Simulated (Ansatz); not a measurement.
Working through a rigid scan of one bond length of CH₄B₂S, SMILES B1BSC1

With Ansatz's Python interface.

Typed at the interpreter:
```pycon
>>> import warnings
>>> import ansatz
>>> import numpy as np
>>> warnings.simplefilter("ignore", ansatz.DeckWarning)
>>> ch4b2s = (
...     ansatz.Crystal.molecule()
...     .atom("B", [-0.579, 0.4556, -0.3792])
...     .atom("B", [0.5173, 1.0185, 0.763])
...     .atom("S", [1.2134, -0.7183, 0.8598])
...     .atom("C", [0.0329, -0.9543, -0.3231])
...     .atom("H", [-1.4972, 1.0143, -1.0111])
...     .atom("H", [0.7623, 2.0701, 1.2815])
...     .atom("H", [0.404, -1.2765, -1.2947])
...     .atom("H", [-0.7615, -1.6665, 0.048])
... )
>>> symbols = [site.symbol for site in ch4b2s.cartesian_sites]
>>> start = np.array([site.position_ang for site in ch4b2s.cartesian_sites])
>>> axis = (start[6] - start[3]) / np.linalg.norm(start[6] - start[3])
>>> moving = [6]
>>> lengths, energies = [0.93, 1.0, 1.09, 1.2, 1.36, 1.63, 1.96, 2.4], []
>>> for length in lengths:
...     xyz = start.copy()
...     xyz[moving] += (length - np.linalg.norm(start[6] - start[3])) * axis
...     point = ansatz.Crystal.molecule()
...     for symbol, xyz in zip(symbols, xyz):
...         point = point.atom(symbol, xyz.tolist())
...     base = (
...         point.calculation()
...         .basis(gaussian="cc-pVDZ")
...         .correlation("mp2")
...     )
...     report = base.run().report
...     energies.append(report["free_energy_ev"])
...     print(f"r = {length:6.3f} A  E = {energies[-1]:.5f} eV  <S^2> = {abs(report['mean_field']['state']['spin_squared']):.3f}")
...
r =  0.930 A  E = -13263.84774 eV  <S^2> = 0.000
r =  1.000 A  E = -13264.35136 eV  <S^2> = 0.000
r =  1.090 A  E = -13264.57792 eV  <S^2> = 0.000
r =  1.200 A  E = -13264.46347 eV  <S^2> = 0.000
r =  1.360 A  E = -13263.91755 eV  <S^2> = 0.000
r =  1.630 A  E = -13262.71659 eV  <S^2> = 0.000
r =  1.960 A  E = -13261.39363 eV  <S^2> = 0.000
r =  2.400 A  E = -13260.13934 eV  <S^2> = 0.000
>>> print("energy above the lowest point (eV):", [round(e - min(energies), 3) for e in energies])
energy above the lowest point (eV): [0.73, 0.227, 0.0, 0.114, 0.66, 1.861, 3.184, 4.439]
```

Caveats:
- Total energies depend on the basis set; only differences at equal settings carry meaning.
- The rest of the molecule is held rigid at a force-field or estimated start geometry, and the basis set is modest; single-reference methods fail as a bond breaks.
- The orbitals are restricted, so S² is zero by construction.
- Toward dissociation an unrestricted state can lie under the restricted one, by tenths of an eV for polar bonds under a functional and by 1 to 2 eV or more for others.
- S² is that of the Hartree-Fock reference.
- The whole script took 9.2 s on 1 thread of Arm Neoverse V1, on a shared host, peak memory 0.22 GiB.

(Lines on the test bed's own set-up are left out of the output.)
